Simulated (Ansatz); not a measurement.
Crystal: NiMoIrPdW.

```xyz
5
Lattice="4.1467 0.0000 0.0000 -2.0734 3.5911 0.0000 0.0000 0.0000 5.4163" Properties=species:S:1:pos:R:3 pbc="T T T"
Ni    0.0000    0.0000    0.1203
Mo    2.0734    1.1970    2.4913
Pd    0.0000    2.3941    4.0406
Ir    0.0000    2.3941    1.3888
W     2.0734    1.1970    5.4155
```

The cell was built by a generator and needn't be a form met in nature.

Program: Ansatz 0.2.0. Alike in all runs: task band structure; potentials or basis Ansatz PAW; spin collinear, ferromagnetic start; cell as given; k mesh 7 × 7 × 5; smearing fermi-dirac 0.05 eV.

**Question.** Order these runs on this cell by their pressure, lowest first.
A. level LDA; cutoff (eV) 420
B. level RPBE; cutoff (eV) 420
C. level r2SCAN; cutoff (eV) 500

**Answer.** A (-12.8 GPa), C (-5.0 GPa), B (3.6 GPa).

Caveats: the PAW data sets come from PBE, with cores solved anew for the run's functional, which leaves a small shift of forces and pressure; the starting moments weren't kept; the magnetic or orbital state may not be the lowest (some runs).

Runs at the PBE level aren't shown here.
